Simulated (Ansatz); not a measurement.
# CH4AlO2 (SMILES C[O][Al][OH]) at UB3LYP/6-31G(d) (spherical functions)

What is the energy change on altering one bond length of CH4AlO2 at UB3LYP/6-31G* (spherical functions)? 

The calculation is run with Ansatz 0.2.0.

37 further runs of the same task are left out: 37 set aside as unsound or not needed.

**1. The system as given**

The species is CH4AlO2 (8 atoms), meant as a doublet with charge 0. As SMILES, `C[O][Al][OH]`. Geometry: relaxed at PBE0-D4/def2-TZVP. This is one conformer, not always the lowest.

Bond lengths: C1–O2 1.394 Å, O2–Al3 1.683 Å, Al3–O4 1.701 Å, C1–H5 1.097 Å, C1–H6 1.095 Å, C1–H7 1.095 Å, O4–H8 0.956 Å. Angles: C1–O2–Al3 139.7°, O2–Al3–O4 116.5°, O2–C1–H5 112.7°, O2–C1–H6 110.1°, O2–C1–H7 110.0°, Al3–O4–H8 121.5°, H5–C1–H6 108.0°, H5–C1–H7 108.0°, H6–C1–H7 107.9°.

**2. The energy at UB3LYP/6-31G(d) (spherical functions)**

Contents of in.yaml:

```yaml
crystal:
  periodic: [false, false, false]
  atoms:
    - {symbol: C, position_ang: [0.292700, 1.365900, -0.669900]}
    - {symbol: O, position_ang: [-0.035800, 0.282500, 0.144300]}
    - {symbol: Al, position_ang: [-0.062600, -1.399600, 0.093000]}
    - {symbol: O, position_ang: [-0.601900, -2.191900, 1.497900]}
    - {symbol: H, position_ang: [0.661200, 1.058300, -1.655900]}
    - {symbol: H, position_ang: [-0.585400, 2.002400, -0.820800]}
    - {symbol: H, position_ang: [1.070000, 1.971500, -0.192500]}
    - {symbol: H, position_ang: [-0.646300, -3.146000, 1.548200]}
basis:
  gaussian: {orbitals: 6-31G_st_-spherical.json}
magnetization: {spin_polarized: true, initial_magnetization: 1}
hamiltonian: {xc: {name: B3LYP}}
accuracy: high
output: {orbitals: {seedname: orbitals}}
```

The basis set 6-31G* is read from a file made from the Basis Set Exchange's data (not shown).

Run with:

```console
$ ansatz run in.yaml --threads 1 --pin off --max-ram 3480MiB --events-out events.jsonl --progress --plain --runs-dir runs
```

Log:

```text
Warning: RAYON_NUM_THREADS=1 ignored (pool sized by the plan → 1); use --threads N
Functional definition: B3LYP
  name "B3LYP"
  parameter a0 = 0.2
  parameter ax = 0.72
  parameter ac = 0.81
  exchange = (1 - a0 - ax)*slater_x + ax*b88_x + a0*exact_x
  correlation = (1 - ac)*vwn_rpa_c + ac*lyp_c
1500 factors; integrals over basis functions are off by at most 5.3e-9 eV
mean field evaluation 1: about -11783.1061 eV, gradient 5.3e1 eV
mean field evaluation 2: about -11741.4144 eV, gradient 1.1e2 eV
mean field evaluation 4: about -11793.9369 eV, gradient 5.6e0 eV
mean field evaluation 8: about -11794.2231 eV, gradient 8.1e-1 eV
mean field evaluation 16: about -11794.2265 eV, gradient 7.2e-5 eV
mean field -11794.22650498 eV, -433.4298296441 hartree, gradient 6.8e-8 eV, S^2 0.751652; 0 other end points of the search recorded, 0 dependent functions left out
reference -11794.22654257 eV, -433.4298310255 hartree; 20, 19 occupied and 48, 49 virtual orbitals, 1500 factors
Total energy: -11794.22654257 eV, -433.4298310255 hartree
```

It took 8.1 s on 1 thread of Arm Neoverse V2, shared host; peak memory 0.29 GiB.

**3. The distorted shape, same level**

Contents of input.yaml:

```yaml
crystal:
  periodic: [false, false, false]
  atoms:
    - {symbol: C, position_ang: [0.686908, 2.666005, -1.646959]}
    - {symbol: O, position_ang: [-0.035800, 0.282500, 0.144300]}
    - {symbol: Al, position_ang: [-0.062600, -1.399600, 0.093000]}
    - {symbol: O, position_ang: [-0.601900, -2.191900, 1.497900]}
    - {symbol: H, position_ang: [1.055408, 2.358405, -2.632959]}
    - {symbol: H, position_ang: [-0.191192, 3.302505, -1.797859]}
    - {symbol: H, position_ang: [1.464208, 3.271605, -1.169559]}
    - {symbol: H, position_ang: [-0.646300, -3.146000, 1.548200]}
basis:
  gaussian:
    orbitals: 6-31G_st_-spherical.json
accuracy: high
output: {orbitals: {seedname: orbitals}}
magnetization:
  spin_polarized: true
  initial_magnetization: 1
hamiltonian:
  xc: {name: B3LYP}
```

The basis set 6-31G* is read from a file made from the Basis Set Exchange's data (not shown).

Run with:

```console
$ ansatz run input.yaml --threads 1 --pin off --max-ram 3480MiB --events-out events.jsonl --progress --plain --runs-dir runs
```

Log, shortened:

```text
Warning: RAYON_NUM_THREADS=1 ignored (pool sized by the plan → 1); use --threads N
[... 7 set-up lines as earlier in the session ...]
1423 factors; integrals over basis functions are off by at most 1.1e-8 eV
mean field evaluation 1: about -11771.5447 eV, gradient 6.5e1 eV
mean field evaluation 2: about -11580.4364 eV, gradient 1.4e2 eV
mean field evaluation 4: about -11787.1307 eV, gradient 2.0e1 eV
mean field evaluation 8: about -11790.0095 eV, gradient 4.8e-1 eV
mean field evaluation 16: about -11790.1588 eV, gradient 6.1e-2 eV
mean field evaluation 32: about -11788.6503 eV, gradient 9.5e0 eV
mean field -11790.23877807 eV, -433.2832833833 hartree, gradient 2.1e-8 eV, S^2 1.113320; 6 other end points of the search recorded, 0 dependent functions left out
reference -11790.23881968 eV, -433.2832849123 hartree; 20, 19 occupied and 48, 49 virtual orbitals, 1423 factors
Total energy: -11790.23881968 eV, -433.2832849123 hartree
```

Wall time 22 s (1 thread of Arm Neoverse V2, shared host); peak memory 0.29 GiB.

**4. Outcome**

At UB3LYP/6-31G* (spherical functions):

```
                                                         quantity          value
                                        first shape: total energy  -433.42983 Eh
                  first shape: HOMO energy (highest over α and β)       -5.41 eV
                   first shape: LUMO energy (lowest over α and β)       -2.70 eV
                                                first shape: ⟨S²⟩          0.752
                                    distorted shape: total energy  -433.28328 Eh
              distorted shape: HOMO energy (highest over α and β)       -6.10 eV
               distorted shape: LUMO energy (lowest over α and β)       -3.84 eV
                                            distorted shape: ⟨S²⟩          1.113
energy change with the C1–O2 bond stretched from 1.394 to 3.068 Å       3.988 eV
```

With the C1–O2 bond stretched from 1.394 to 3.068 Å the energy rises by 3.99 eV (92 kcal/mol). The first shape isn't relaxed at this level, so the change isn't measured from a minimum. ⟨S²⟩ (distorted shape) is 1.11 where a pure doublet has 0.75: the reference is spin-contaminated.
